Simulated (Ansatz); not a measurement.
# AlFH6O2Si: the cost of one run

Program: Ansatz 0.2.0. Level of theory: UKS PBE0-D4/STO-3G. These are calculated values, not measurements.

## 1. Starting point

Bond lengths: Al1–F2 2.112 Å, Al1–O3 1.639 Å, Al1–O4 1.640 Å, Al1–H5 1.701 Å, Al1–Si6 2.711 Å, O3–H7 0.945 Å, O4–H8 0.945 Å, Si6–H9 1.471 Å, Si6–H10 1.473 Å, Si6–H11 1.474 Å. Angles (14 of 18 angles, heavy atoms first): F2–Al1–O3 107.5°, F2–Al1–O4 108.1°, F2–Al1–Si6 78.1°, O3–Al1–O4 134.2°, O3–Al1–Si6 107.5°, O4–Al1–Si6 107.3°, F2–Al1–H5 34.9°, O3–Al1–H5 112.8°, O4–Al1–H5 112.9°, H5–Al1–Si6 43.2°, Al1–O3–H7 174.9°, Al1–O4–H8 174.8°, Al1–Si6–H9 99.7°, Al1–Si6–H10 120.2°.

Coordinates:

```xyz
11

Al   -0.7285    0.5849   -0.5032
F     0.4892    1.9615    0.5365
O    -0.3229    0.6668   -2.0893
O    -2.1470    0.4449    0.3081
H     0.6114    0.7581    0.5302
Si    1.0574   -1.0537    0.7104
H    -0.1070    0.7962   -3.0002
H    -2.9702    0.4500    0.7723
H     0.5073   -2.3582    0.3117
H     2.4540   -1.1031    0.2455
H     1.1563   -1.1475    2.1780
```

## 2. Run 1

150 steps of 0.5 fs at constant energy, with velocities drawn for 100 K.

The input, input.yaml:

```yaml
crystal:
  periodic: [false, false, false]
  atoms:
    - { symbol: Al, position_ang: [-0.7285, 0.5849, -0.5032] }
    - { symbol: F, position_ang: [0.4892, 1.9615, 0.5365] }
    - { symbol: O, position_ang: [-0.3229, 0.6668, -2.0893] }
    - { symbol: O, position_ang: [-2.147, 0.4449, 0.3081] }
    - { symbol: H, position_ang: [0.6114, 0.7581, 0.5302] }
    - { symbol: Si, position_ang: [1.0574, -1.0537, 0.7104] }
    - { symbol: H, position_ang: [-0.107, 0.7962, -3.0002] }
    - { symbol: H, position_ang: [-2.9702, 0.45, 0.7723] }
    - { symbol: H, position_ang: [0.5073, -2.3582, 0.3117] }
    - { symbol: H, position_ang: [2.454, -1.1031, 0.2455] }
    - { symbol: H, position_ang: [1.1563, -1.1475, 2.178] }
magnetization:
  spin_polarized: true
basis:
  gaussian: { orbitals: STO-3G }
hamiltonian:
  xc: pbe0
  dispersion: d4
md:
  timestep: 0.5
  n_steps: 150
  ensemble: nve
  temperature: 100.0
  initial_velocities: maxwell_boltzmann
  seed: 54130
```

Command:

```bash
> ansatz run input.yaml --threads 1 --pin off --max-ram 2048MiB --backend cpu --events-out ev --progress --plain --runs-dir out
```

What time and memory should one allow on 1 thread of Arm Neoverse V1, shared host?

About 9.2 min, with a peak of 0.15 GiB.
